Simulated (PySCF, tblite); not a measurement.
**C₄H₉F₃Si₂: geometry, infrared bands, NMR shifts, electronic excitations and core binding energies**

Wanted: the infrared bands, NMR shifts, electronic excitations and core binding energies of C₄H₉F₃Si₂ (`FC(F)(F)CC1[SiH2]C[SiH2]1`), by calculation.

Programs: tblite 0.8.0 and PySCF 2.14.0, with density-fitted response routines of our own. Each step states its level of theory. These are calculated values for one molecule in the gas phase, unless marked as measured. Atoms are numbered from 0 throughout.

### Step 1. The starting structure

18 atoms, charge 0, multiplicity 1; geometry from: force field or distance geometry start.

Bonds of the start (Å): F0–C1 1.40, C1–F2 1.35, C1–F3 1.39, C1–C4 1.55, C4–C5 1.51, C5–Si6 1.85, Si6–C7 1.86, C7–Si8 1.86, Si8–C5 1.86, C4–H9 1.10, C4–H10 1.10, C5–H11 1.12, Si6–H12 1.47, Si6–H13 1.46, C7–H14 1.11, C7–H15 1.09, Si8–H16 1.46, Si8–H17 1.47.

### Step 2. Geometry optimisation with GFN2-xTB

The job: settings as JSON, then the geometry in Å.

```
{"job": {"kind": "relax", "xc": "GFN2-xTB", "basis": "xTB"}, "charge": 0, "multiplicity": 1}
F     -2.680500    -1.249100     0.191100
C     -2.417800     0.068600    -0.210800
F     -3.455000     0.916100    -0.066300
F     -1.921400    -0.000800    -1.510300
C     -1.211000     0.482900     0.663000
C     -0.133900    -0.502000     0.291500
Si     1.501700    -0.314800     1.130500
C      2.216700     0.512600    -0.371700
Si     0.768800    -0.194100    -1.301800
H     -0.928400     1.527600     0.470600
H     -1.546700     0.281200     1.695700
H     -0.518400    -1.543900     0.393000
H      2.121700    -1.608100     1.433500
H      1.490800     0.633100     2.241700
H      2.277200     1.615900    -0.311800
H      3.159000     0.028700    -0.646500
H      1.094700    -1.472500    -1.931200
H      0.173800     0.824900    -2.171700
```

Command:

```console
$ OMP_NUM_THREADS=1 python probes_run.py task.json out
```

This one command runs all jobs of the session in turn.

**Question.** This job is followed by: GFN2-xTB harmonic vibrations, gas phase; PBE0-D3(BJ)/def2-SVP geometry optimisation, gas phase; GIAO PBE0/pcSseg-1 NMR shielding, non-relativistic, gas phase; TDDFT B3LYP/def2-SVPD, vertical, gas phase, core orbitals frozen in the response; GIAO B97-2/pcSseg-1 NMR shielding, non-relativistic, gas phase; delta-SCF UKS SCAN, pcX-2 on the ionised atom, pcseg-1 elsewhere, spin-free X2C. Predict these results of the whole session: strongest single infrared mode (GFN2-xTB); zero-point energy (GFN2-xTB); point group; rotational constants (main isotopes); ¹³C shifts against TMS (PBE0/pcSseg-1); ¹H shifts against TMS (PBE0/pcSseg-1, means over atoms taken as alike); ¹⁹F shifts against CFCl3 (PBE0/pcSseg-1, means over atoms taken as alike); ²⁹Si shifts against TMS (PBE0/pcSseg-1, means over atoms taken as alike); surface potential, 1st and 99th percentile; lowest singlet (B3LYP/def2-SVPD); brightest single state of those computed; lowest triplet; vertical ionisation energy (ΔSCF); C1s binding energies, SCAN/pcX-2; F1s binding energies, SCAN/pcX-2; Si1s binding energies, SCAN/pcX-2; Si2p binding energies, SCAN/pcX-2; range of the shift of C1.

The runs gave:

| quantity | value |
| --- | --- |
| strongest single infrared mode (GFN2-xTB) | 2271 cm⁻¹, 624 km/mol |
| zero-point energy (GFN2-xTB) | 73.5 kcal/mol |
| point group | C1 |
| rotational constants (main isotopes) | 2.38, 0.64, 0.57 GHz |
| ¹³C shifts against TMS (PBE0/pcSseg-1) | 132.6, 35.6, 5.3, -9.9 ppm |
| ¹H shifts against TMS (PBE0/pcSseg-1, means over atoms taken as alike) | 5.03, 4.68, 1.98, 1.07, 0.41, 0.31 ppm |
| ¹⁹F shifts against CFCl3 (PBE0/pcSseg-1, means over atoms taken as alike) | -86.4 ppm |
| ²⁹Si shifts against TMS (PBE0/pcSseg-1, means over atoms taken as alike) | -26.8 ppm |
| surface potential, 1st and 99th percentile | -0.64 V and 1.15 V |
| lowest singlet (B3LYP/def2-SVPD) | 6.27 eV (198 nm), f = 0.001 |
| brightest single state of those computed | state 10, 7.75 eV, f = 0.158 |
| lowest triplet | 6.08 eV |
| vertical ionisation energy (ΔSCF) | 9.68 eV |
| C1s binding energies, SCAN/pcX-2 | C1 297.94, C4 291.56, C5 289.97, C7 289.76 eV |
| F1s binding energies, SCAN/pcX-2 | F0 693.78 eV |
| Si1s binding energies, SCAN/pcX-2 | Si6 1846.45 eV |
| Si2p binding energies, SCAN/pcX-2 | Si6 106.88 eV |
| range of the shift of C1 | 131.1 to 132.6 ppm |

**Reading.** Relaxing lowered the energy by 1.057 eV in 116 steps; the close pair that moved most is C5–Si6, from 1.848 to 1.929 Å (GFN2-xTB). All 48 modes are real, so the xTB geometry is a minimum. The strongest single mode, at 2271 cm⁻¹, moves mainly H17. Unscaled tight-binding wavenumbers are off by several per cent, some by more. Its intensities can rank the bands wrongly. Over 12 steps the energy fell by 0.266 eV; of the close pairs, Si6–H12 changed most, 1.436 to 1.496 Å (PBE0/def2-SVP). No frequency check was run at this level, so the end point may be a saddle. At PBE0/pcSseg-1: Shielding is most anisotropic at F0, F2, F3 (span 172 ppm, paramagnetic term -210 ppm). The lowest singlet, at 6.27 eV, is HOMO→LUMO 0.98 and is weak; of the 10 states computed, the strongest absorption comes from state 10 at 7.75 eV (the last computed, so partners may be missing). The lowest triplet lies 0.19 eV below the lowest singlet (triplets in Tamm-Dancoff, singlets in full TDDFT). The orbital energy would give 7.74 eV for ionisation, ΔSCF gives 9.68 eV. The C1s levels kept as sound span 8.19 eV, from C7 (sp3 CH2 bonded to 2 Si) up to C1 (CF3 carbon). Across the 2 runs the shift of C1 moves most, between 131.1 (B97-2/pcSseg-1) and 132.6 ppm (PBE0/pcSseg-1). Part of that comes from the computed reference.
